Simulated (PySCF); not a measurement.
# C2H7Ge2N: the cost of one run

Computed with PySCF 2.14.0, with density-fitted response routines of our own, on a single molecule in the gas phase. Atoms are numbered from 0 throughout.

## 1. The molecule as given

12 atoms, charge 0, multiplicity 1; geometry from: GFN2-xTB. The atoms were then displaced at random by about 0.01 Å, so the start is not that level's minimum.

Bonds of the start (Å): N0–C1 1.15, C1–Ge2 1.92, Ge2–C3 1.93, C3–Ge4 1.97, Ge2–H5 1.50, Ge2–H6 1.51, C3–H7 1.10, C3–H8 1.06, Ge4–H9 1.51, Ge4–H10 1.49, Ge4–H11 1.48.

## 2. Optimising the geometry at PBE0-D3(BJ)/def2-SVP

The job: settings as JSON, then the geometry in Å.

```
{"job": {"xc": "PBE0", "basis": "def2-SVP", "d3": "d3bj", "grid": 1, "shake": 0.01, "kind": "geom"}, "charge": 0, "multiplicity": 1}
N      3.232510     0.560210     0.062970
C      2.299110    -0.113380     0.128080
Ge     0.748040    -1.247760     0.216550
C     -0.642950    -0.447750    -0.848790
Ge    -1.235260     1.305420    -0.169350
H      0.441430    -1.360700     1.683460
H      1.227010    -2.587640    -0.294640
H     -1.513810    -1.124190    -0.861710
H     -0.335950    -0.340810    -1.856950
H     -1.729270     1.194540     1.257140
H     -0.109440     2.279230    -0.171590
H     -2.341740     1.854570    -0.992270
```

Run with:

```bash
> OMP_NUM_THREADS=1 python probes_run.py task.json out
```

One launch serves the whole session: the jobs run in the order shown.

**Question.** How long does this first job take on 1 thread of Arm Neoverse V1, shared host, and how much memory does it need?

About 44 s, with a peak of 0.54 GiB.
